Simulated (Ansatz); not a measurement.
Li2Mg, space group P6_3/mmc, a convergence test of the k-point mesh

With Ansatz 0.2.0 through its Python package.

The cells in order, each with its output:

In [1]:
```python
import warnings

import ansatz as az
import pandas as pd
```

In [2]:
```python
warnings.simplefilter('ignore', az.DeckWarning)

xtal = (
    az.Lattice.from_parameters(3.07827, 3.07827, 15.433896, alpha=90, beta=90, gamma=120)
    .space_group(194)
    .atom('Li', (2 / 3, 1 / 3, 0.582794))
    .atom('Mg', (1 / 3, 2 / 3, 0.75))
)

model = xtal.calculation()
model = model.functional('pbesol').occupations(az.OccupationsMethod.FERMI_DIRAC)
model = model.scf(tolerance=1e-05, max_iterations=80, extra_bands=6, lower_state_search='light').basis(320, density_ratio=8)
model = model.stress()

rows = []
for value in [0.9, 0.7, 0.55, 0.45, 0.35]:
    report = model.kpoints(spacing=value).run(threads=1).report
    rows.append((value, report['free_energy_ev'] / len(report['lattice']['sites']), report['n_iterations'], sum(report['stress_gpa'][i][i] for i in range(3)) / 3, report['n_kpoints']))
```

In [3]:
```python
table = pd.DataFrame(rows, columns=['spacing (1/A)', 'F/atom (eV)', 'iterations', 'P (GPa)', 'k-points'])
table.round(5)
```
Out [3]:
```text
   spacing (1/A)  F/atom (eV)  iterations  P (GPa)  k-points
0           0.90   -772.70288          10 -0.73560         3
1           0.70   -772.73276           7 -0.02219         4
2           0.55   -772.65269           6 -0.10692         5
3           0.45   -772.72697           6 -0.20522         7
4           0.35   -772.69936           6 -0.11049        16
```

In [4]:
```python
# the last row is the reference
for row in rows[:-1]:
    shift = 1000 * (row[1] - rows[-1][1])
    print(f'{row[0]}: {shift:+.2f} meV/atom' + ('  (within 5 meV)' if abs(shift) < 5 else ''))
```
```text
0.9: -3.52 meV/atom  (within 5 meV)
0.7: -33.40 meV/atom
0.55: +46.68 meV/atom
0.45: -27.61 meV/atom
```

Caveats:
- The cutoff lies under the one recommended for these potentials.
- Under the recommended cutoff a pressure can be off by several GPa, even in sign.
- The program warned that this SCF threshold is loose for forces or stresses.
- Pressure is positive in compression.
- A row within the bound is followed by one outside it, so the series isn't shown to be converged.
- The structure comes from a database of computed cells and needn't be a stable or known phase.
- Shifts are counted from the finest mesh, which is itself no proven limit.
- The script silences the warnings on its input, which a real study should read.
- The whole script took 5 s on 1 thread of Arm Neoverse V2, on a shared host, peak memory 0.46 GiB.
